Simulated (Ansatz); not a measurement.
# Ge2As3: the cost of one run

Computed with Ansatz 0.2.0 (DFT PBE, scalar-relativistic, plane waves, PAW, unless a step's input says otherwise).

## Step 1: Starting point

It takes space group Pmmm (No. 47, orthorhombic). Conventional cell: a = 4.318 Å, b = 5.312 Å, c = 6.404 Å, α = 90.00°, β = 90.00°, γ = 90.00°. Around Ge (site symmetry mmm) lie 2 Ge at 2.66 Å. Ge (site symmetry mmm) is surrounded by 2 As at 2.16 Å. As (site symmetry mmm) is surrounded by 2 Ge at 2.16 Å. As (site symmetry mmm) has 2 As at 2.16 Å in its first shell of neighbours.

Structure file:

```
Ge As
1.0
     4.31821    0.00000    0.00000
     0.00000    5.31221    0.00000
     0.00000    0.00000    6.40399
Ge As
2 3
Direct
  0.50000 0.50000 0.50000
  0.50000 0.00000 0.50000
  0.00000 0.00000 0.50000
  0.50000 0.00000 0.00000
  0.00000 0.00000 0.00000
```

The cell is invented: species swapped into a database cell of Zr3Cd2 (Pmmm, No. 47), with As on the Zr sites and Ge on the Cd sites. The dimensions are guesses.

## Step 2: Probe: one point on a coarse mesh

input.yaml

```yaml
crystal:
  lattice:
    - [4.31820988, 0.0, 0.0]
    - [0.0, 5.31221271, 0.0]
    - [0.0, 0.0, 6.40398661]
  atoms:
    - { symbol: Ge, position: [0.5, 0.5, 0.5] }
    - { symbol: Ge, position: [0.5, 0.0, 0.5] }
    - { symbol: As, position: [0.0, 0.0, 0.5] }
    - { symbol: As, position: [0.5, 0.0, 0.0] }
    - { symbol: As, position: [0.0, 0.0, 0.0] }
basis:
  ecutwfc: 420
kpoints:
  mp_grid: { grid: [4, 4, 4] }
hamiltonian:
  xc: pbe
scf:
  occupations: { method: gaussian, width: 0.1 }
  lower_state_search: "off"
output:
  forces: true
  stress: true
  eigenvalues: true
```

Started as:

```
> ansatz run input.yaml --threads 1 --pin off --max-ram 2560MiB --backend cpu --events-out ev --progress --plain --runs-dir out
```

**Question.** How long does this run take on 1 thread of Intel Xeon 6975P-C (Granite Rapids), shared host, and how much memory does it need?

About 4.8 s, with a peak of 0.51 GiB.
